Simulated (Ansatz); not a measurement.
# C₅H₅F₃: basis-set convergence

The task here is to estimate one member of a computed series from the others.

The runs use Ansatz 0.2.0, Gaussian basis; one geometry, several basis sets.

Levels to be run: PBE0-D4/def2-SVP; ωB97M-V/def2-SVP; PBE0-D4/def2-QZVPP; ωB97M-V/def2-QZVPP; the functionals' def2-TZVPP values are taken from earlier runs.

## The geometry

An earlier PBE0-D4 in a triple-zeta def2 set relaxation fixed the geometry.

SMILES `F[C@H]1[C@H](F)C=C[C@@H]1F`, 13 atoms, charge 0, spin multiplicity 1.

Atoms are counted from 1 here; the program's logs count them from 0.

Bond lengths: F1–C2 1.383 Å, C2–C3 1.492 Å, C2–C7 1.525 Å, C2–H9 1.096 Å, C3–C4 1.328 Å, C3–H10 1.083 Å, C4–C5 1.492 Å, C4–H11 1.083 Å, C5–F6 1.383 Å, C5–C7 1.525 Å, C5–H12 1.096 Å, C7–F8 1.374 Å, C7–H13 1.094 Å. Angles: F1–C2–C3 112.0°, F1–C2–C7 111.8°, F1–C2–H9 106.7°, C3–C2–C7 103.4°, C3–C2–H9 112.8°, C7–C2–H9 110.1°, C2–C3–C4 111.6°, C2–C3–H10 122.0°, C4–C3–H10 126.4°, C3–C4–C5 111.6°, C3–C4–H11 126.4°, C5–C4–H11 122.0°, C4–C5–F6 112.0°, C4–C5–C7 103.4°, C4–C5–H12 112.8°, F6–C5–C7 111.8°, F6–C5–H12 106.8°, C7–C5–H12 110.1° and more.

Set-up of the first run:

The input, in.yaml:

```yaml
crystal:
  periodic: [false, false, false]
  atoms:
    - {symbol: F, position_ang: [-1.214627, -1.998938, -0.553556]}
    - {symbol: C, position_ang: [-0.870489, -0.858599, 0.149151]}
    - {symbol: C, position_ang: [0.445407, -1.001834, 0.837746]}
    - {symbol: C, position_ang: [1.212937, 0.065855, 0.651628]}
    - {symbol: C, position_ang: [0.531388, 1.091660, -0.190695]}
    - {symbol: F, position_ang: [1.363006, 1.587061, -1.178399]}
    - {symbol: C, position_ang: [-0.656429, 0.334865, -0.776212]}
    - {symbol: F, position_ang: [-1.777607, 1.121251, -0.888272]}
    - {symbol: H, position_ang: [-1.693677, -0.655025, 0.843589]}
    - {symbol: H, position_ang: [0.689177, -1.871883, 1.434422]}
    - {symbol: H, position_ang: [2.199093, 0.228371, 1.068193]}
    - {symbol: H, position_ang: [0.181309, 1.953432, 0.389072]}
    - {symbol: H, position_ang: [-0.388987, -0.030915, -1.771968]}
basis:
  gaussian: {orbitals: def2-SVP}
hamiltonian: {xc: pbe0, dispersion: d4}
output: {orbitals: {seedname: orbitals}}
```

The run is started by

```
ansatz run in.yaml --threads 4 --pin off --events-out ev --progress --plain --max-ram 11315MiB
```

Steps of the session up to this table: PBE0-D4 in def2-SVP; ωB97M-V in def2-SVP; PBE0-D4 in def2-QZVPP; ωB97M-V in def2-QZVPP.

One of the session's tables, all rows but one given; the rest of the session is left out.

It belongs to the step «Functionals by basis». 

| functional | basis | HOMO (eV) |
| --- | --- | --- |
| PBE0-D4 | def2-SVP | -8.45 |
| PBE0-D4 | def2-TZVPP | -8.50 |
| PBE0-D4 | def2-QZVPP | -8.54 |
| ωB97M-V | def2-SVP | -10.69 |
| ωB97M-V | def2-TZVPP | -10.75 |
| ωB97M-V | def2-QZVPP | ? |

Estimate the missing values for ωB97M-V, def2-QZVPP.

**Answer.** HOMO (eV): -10.79. In the column «HOMO (eV)» it is the lowest.
